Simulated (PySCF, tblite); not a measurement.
# C5H12O2Si: geometry, infrared bands and NMR shifts

What infrared bands and NMR shifts should C5H12O2Si (`CO[C@@H]([SiH3])OC1CC1`) show?

Programs: tblite 0.8.0 and PySCF 2.14.0, with density-fitted response routines of our own. Each step states its level of theory. These are calculated values for one molecule in the gas phase, unless marked as measured. Atoms count from 0, in the outputs and in this text.

## (1) The starting structure

20 atoms, charge 0, multiplicity 1; geometry from: force field or distance geometry start.

Bonds of the start (Å): C0–O1 1.39, O1–C2 1.39, C2–Si3 1.86, C2–O4 1.40, O4–C5 1.37, C5–C6 1.51, C6–C7 1.50, C7–C5 1.49, C0–H8 1.11, C0–H9 1.11, C0–H10 1.12, C2–H11 1.11, Si3–H12 1.49, Si3–H13 1.48, Si3–H14 1.45, C5–H15 1.12, C6–H16 1.10, C6–H17 1.09, C7–H18 1.09, C7–H19 1.13.

## (2) Geometry optimisation with GFN2-xTB

What the job is given:

```
{"job": {"kind": "relax", "xc": "GFN2-xTB", "basis": "xTB"}, "charge": 0, "multiplicity": 1}
C      2.261200    -1.381500    -0.218700
O      1.723200    -0.429500    -1.082100
C      0.804700     0.400200    -0.446500
Si     1.394500     2.161300    -0.416900
O     -0.474100     0.245400    -1.002400
C     -1.284500    -0.293400    -0.044800
C     -2.707900     0.219700    -0.098900
C     -2.397200    -1.223400    -0.372100
H      2.995300    -2.038100    -0.725400
H      1.500100    -2.027900     0.265800
H      2.790700    -0.825700     0.591300
H      0.747400     0.038500     0.604400
H      1.440400     2.567200     1.015100
H      2.803800     2.218600    -0.880300
H      0.534800     3.110400    -1.098500
H     -0.809200    -0.489900     0.951100
H     -3.031100     0.791600    -0.983700
H     -3.094700     0.541600     0.868700
H     -2.520300    -1.671100    -1.355000
H     -2.682300    -1.903600     0.483800
```

Command:

```console
$ OMP_NUM_THREADS=1 python probes_run.py task.json out
```

This one command runs all jobs of the session in turn.

**Question.** This job is followed by: GFN2-xTB harmonic vibrations, gas phase; GIAO PBE0/pcSseg-1 NMR shielding, non-relativistic, gas phase. What will the session give for the following? strongest single infrared mode (GFN2-xTB); zero-point energy (GFN2-xTB); ¹³C shifts against TMS (PBE0/pcSseg-1); ¹H shifts against TMS (PBE0/pcSseg-1, means over atoms taken as alike); ¹⁷O shifts against H2O (PBE0/pcSseg-1); ²⁹Si shifts against TMS (PBE0/pcSseg-1); surface potential, 1st and 99th percentile.

**Answer**, as computed:

```
                                                              quantity                                               value
                             strongest single infrared mode (GFN2-xTB)                               2260 cm⁻¹, 318 km/mol
                                          zero-point energy (GFN2-xTB)                                       98.1 kcal/mol
                                ¹³C shifts against TMS (PBE0/pcSseg-1)                    109.1, 64.9, 61.9, 10.4, 9.1 ppm
¹H shifts against TMS (PBE0/pcSseg-1, means over atoms taken as alike)  4.61, 3.95, 3.72, 3.04, 0.91, 0.84, 0.69, 0.36 ppm
                                ¹⁷O shifts against H2O (PBE0/pcSseg-1)                                     111.5, 76.5 ppm
                               ²⁹Si shifts against TMS (PBE0/pcSseg-1)                                           -69.6 ppm
                                 surface potential, 1st and 99th percentile                                  -1.33 V and 0.92 V
```

The optimisation took 145 steps and gained 0.973 eV; among the close pairs (by a distance rule), C2–Si3 changed most, from 1.857 to 1.914 Å. No mode is imaginary among the 54: a minimum at this level. Unscaled tight-binding wavenumbers are off by several per cent, some by more. Its intensities can rank the bands wrongly. H11 (hydrogen on an sp3 carbon bearing two oxygens) lies farthest downfield among hydrogen, at 4.61 ppm; its carbon carries O, an electronegative neighbour. At PBE0/pcSseg-1: Shielding is most anisotropic at O1 (span 132 ppm, paramagnetic term -138 ppm).
